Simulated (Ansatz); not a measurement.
# BiPbIO2: the cost of one run

Program: Ansatz 0.2.0. Level of theory: DFT PBEsol with spin–orbit coupling, plane waves, PAW. These are calculated values, not measurements.

1 further run of the same task is left out (it didn't finish).

## Step 1: The starting structure

The structure is tetragonal, space group I4mm (No. 107). Conventional cell: a = 4.038 Å, b = 4.038 Å, c = 14.126 Å, α = 90.00°, β = 90.00°, γ = 90.00°. Bi (site symmetry 4mm) is surrounded by 4 O at 2.29 Å. I (site symmetry 4mm) has 4 Bi at 3.58 Å and 4 Pb at 3.80 Å as nearest neighbours. Around O (site symmetry 2mm) lie 2 Bi at 2.29 Å and 2 Pb at 2.41 Å. Around Pb (site symmetry 4mm) lie 4 O at 2.41 Å.

Structure file:

```xyz
5
Lattice="-2.0192 2.0192 7.0630 2.0192 -2.0192 7.0630 2.0192 2.0192 -7.0630" Properties=species:S:1:pos:R:3 pbc="T T T"
Bi    0.0000    0.0000    4.7206
I     0.0000    0.0000   13.9409
O     0.0000    2.0192    3.6329
O     2.0192    0.0000    3.6329
Pb    0.0000    0.0000    9.3877
```

Origin of the cell: volume kept, shape and atoms relaxed. An earlier run on this cell at PBEsol, without spin–orbit coupling gave -1.92 GPa at 23.037 Å³/atom (10×10×10 mesh), mesh gap 1.68 eV.

## Step 2: Spin-orbit coupling: bands, spin texture

The input, input.yaml:

```yaml
crystal:
  lattice:
    - [-2.0191601769, 2.0191601769, 7.0629800752]
    - [2.0191601769, -2.0191601769, 7.0629800752]
    - [2.0191601769, 2.0191601769, -7.0629800752]
  atoms:
    - { symbol: Bi, position: [0.3341774686, 0.3341774686, 0.0] }
    - { symbol: I, position: [0.9868977549, 0.9868977549, 0.0] }
    - { symbol: O, position: [0.7571769623, 0.2571769623, 0.5] }
    - { symbol: O, position: [0.2571769623, 0.7571769623, 0.5] }
    - { symbol: Pb, position: [0.6645698519, 0.6645698519, 0.0] }
basis:
  ecutwfc: 420
  ecutrho_ratio: 4
kpoints:
  mp_grid: { grid: [10, 10, 10] }
  band_path:
    path:
      - [[0.0, 0.0, 0.0], [0.0, 0.0, 0.5], [0.25, 0.25, 0.25], [0.0, 0.5, 0.0], [0.0, 0.0, 0.0], [0.5, 0.5, -0.5], [0.27043175, 0.72956825, -0.27043175]]
      - [[-0.27043175, 0.27043175, 0.27043175], [0.0, 0.0, 0.0]]
      - [[0.0, 0.0, 0.5], [-0.0408635, 0.0408635, 0.5]]
      - [[0.5, 0.5, -0.0408635], [0.5, 0.5, -0.5]]
    npoints: 10
hamiltonian:
  xc: pbesol
scf:
  occupations: { method: gaussian, width: 0.05 }
output:
  forces: true
  stress: true
  eigenvalues: true
  populations: true
  eigenstates:
    nscf_kmesh: { grid: [12, 12, 12] }
    de_dk: true
    e_range: [-2.5, 4.182130334568]
  write_density: true
  write_potential: true
  elf: true
  volumetric_format: npy
magnetization:
  noncollinear: true
  spin_orbit: true
```

Launch:

```sh
> ansatz run input.yaml --threads 8 --pin off --max-ram 15360MiB --backend cpu --events-out ev --progress --plain --runs-dir out
```

What time and memory should one allow on 8 threads of Arm Neoverse V2, shared host?

About 2 min, with a peak of 2.6 GiB.
